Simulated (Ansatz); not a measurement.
# C₈H₁₄FNOTi: geometry optimisation

What shape does C₈H₁₄FNOTi take? The plan is to relax it, and look at its orbitals and charge.

Computed with Ansatz 0.2.0, Gaussian basis. Level: RKS PBE0-D4/def2-TZVP.

Levels to be run: relaxation at PBE0-D4/def2-TZVP; a single point in def2-TZVPP for the fields.

## Step 1: The system as given

SMILES `C[O][Ti]1234([F])([N](C)C)[CH]5[CH]1[CH]2[CH]3[CH]54`, 26 atoms, charge 0, spin multiplicity 1.

Atoms are counted from 1 here; the program's logs count them from 0.

Bond lengths: C1–O2 1.388 Å, C1–H13 1.102 Å, C1–H14 1.100 Å, C1–H15 1.104 Å, O2–Ti3 1.724 Å, Ti3–F4 1.755 Å, Ti3–N5 1.828 Å, Ti3–C8 2.305 Å, Ti3–C9 2.316 Å, Ti3–C10 2.340 Å, Ti3–C11 2.350 Å, Ti3–C12 2.338 Å, N5–C6 1.442 Å, N5–C7 1.444 Å, C6–H16 1.102 Å, C6–H17 1.105 Å, C6–H18 1.095 Å, C7–H19 1.101 Å and more. Angles: O2–C1–H13 110.1°, O2–C1–H14 109.9°, O2–C1–H15 110.3°, H13–C1–H14 108.7°, H13–C1–H15 108.6°, H14–C1–H15 109.2°, C1–O2–Ti3 125.1°, O2–Ti3–F4 102.9°, O2–Ti3–N5 99.3°, O2–Ti3–C8 95.3°, O2–Ti3–C9 129.5°, O2–Ti3–C10 146.7°, O2–Ti3–C11 115.2°, O2–Ti3–C12 88.3°, F4–Ti3–N5 98.4°, F4–Ti3–C8 146.0°, F4–Ti3–C9 125.1°, F4–Ti3–C10 92.0° and more.

Geometry (Å):

```
C    -1.3112   -1.4614   -2.2041
O    -0.5506   -1.4996   -1.0436
Ti    0.3771   -0.1868   -0.4217
F     0.8808    0.6583   -1.8747
N    -0.9837    0.9277    0.0765
C    -2.1818    0.5155    0.7649
C    -0.7895    2.3573    0.1244
C     1.0628   -1.2930    1.4804
C     1.3283    0.0847    1.6729
C     2.3025    0.4746    0.7311
C     2.6465   -0.6589   -0.0363
C     1.8910   -1.7507    0.4313
H    -0.6540   -1.3795   -3.0855
H    -1.9070   -2.3820   -2.2924
H    -1.9898   -0.5909   -2.1896
H    -3.0699    1.0153    0.3454
H    -2.1358    0.7710    1.8387
H    -2.3049   -0.5675    0.6648
H    -1.6579    2.8818   -0.3041
H    -0.6649    2.7158    1.1619
H     0.0981    2.6277   -0.4573
H     0.4560   -1.9177    2.1267
H     0.9556    0.6925    2.4898
H     2.7806    1.4459    0.6742
H     3.4283   -0.6994   -0.7849
H     1.9935   -2.7806    0.1112
```

The start is a GFN2-xTB geometry.

## Step 2: Geometry optimisation, PBE0-D4/def2-TZVP

The input, in.yaml:

```yaml
crystal:
  periodic: [false, false, false]
  atoms:
    - {symbol: C, position_ang: [-1.311240, -1.461430, -2.204150]}
    - {symbol: O, position_ang: [-0.550610, -1.499650, -1.043640]}
    - {symbol: Ti, position_ang: [0.377080, -0.186790, -0.421700]}
    - {symbol: F, position_ang: [0.880770, 0.658310, -1.874730]}
    - {symbol: N, position_ang: [-0.983730, 0.927670, 0.076460]}
    - {symbol: C, position_ang: [-2.181750, 0.515480, 0.764850]}
    - {symbol: C, position_ang: [-0.789460, 2.357250, 0.124440]}
    - {symbol: C, position_ang: [1.062810, -1.292960, 1.480390]}
    - {symbol: C, position_ang: [1.328340, 0.084710, 1.672900]}
    - {symbol: C, position_ang: [2.302490, 0.474640, 0.731100]}
    - {symbol: C, position_ang: [2.646520, -0.658890, -0.036290]}
    - {symbol: C, position_ang: [1.890990, -1.750720, 0.431250]}
    - {symbol: H, position_ang: [-0.654030, -1.379520, -3.085480]}
    - {symbol: H, position_ang: [-1.906970, -2.382020, -2.292360]}
    - {symbol: H, position_ang: [-1.989780, -0.590900, -2.189560]}
    - {symbol: H, position_ang: [-3.069920, 1.015270, 0.345430]}
    - {symbol: H, position_ang: [-2.135760, 0.771040, 1.838720]}
    - {symbol: H, position_ang: [-2.304930, -0.567490, 0.664770]}
    - {symbol: H, position_ang: [-1.657940, 2.881810, -0.304060]}
    - {symbol: H, position_ang: [-0.664890, 2.715770, 1.161880]}
    - {symbol: H, position_ang: [0.098080, 2.627680, -0.457290]}
    - {symbol: H, position_ang: [0.455990, -1.917680, 2.126740]}
    - {symbol: H, position_ang: [0.955620, 0.692530, 2.489840]}
    - {symbol: H, position_ang: [2.780570, 1.445900, 0.674150]}
    - {symbol: H, position_ang: [3.428270, -0.699390, -0.784900]}
    - {symbol: H, position_ang: [1.993480, -2.780610, 0.111240]}
basis:
  gaussian: {orbitals: def2-TZVP}
hamiltonian: {xc: pbe0, dispersion: d4}
relax: {f_tol: 0.005, max_steps: 150}
```

On the command line:

```
$ ansatz run in.yaml --threads 11 --pin off --events-out ev --progress --plain --max-ram 174080MiB --backend cuda --devices 0, --max-vram 75GiB
```

The runs that follow: Orbitals, density and potential.

Before running them: what should the planned runs give, taken together? Wanted: point group; shift from the start; total energy; dispersion term; dipole moment; HOMO, LUMO.

As calculated:

```
                  quantity            value
               point group               C1
                     steps               18
shift from the start (rms)          0.185 Å
              total energy   -37881.7557 eV
           dispersion term         -663 meV
             dipole moment           1.99 D
                HOMO, LUMO  -6.26, -1.38 eV
```

In words: The relaxed geometry lies 0.19 Å (rms) from the start; the bond that changed most is O2–Ti3, from 1.724 to 1.818 Å. No vibrations were run, so it is not proven to be a minimum. The largest Mulliken charge, +0.97 e, sits on Ti3. The HOMO lies mostly on N5 46 %; Ti3 8 % and the LUMO on Ti3 70 %.
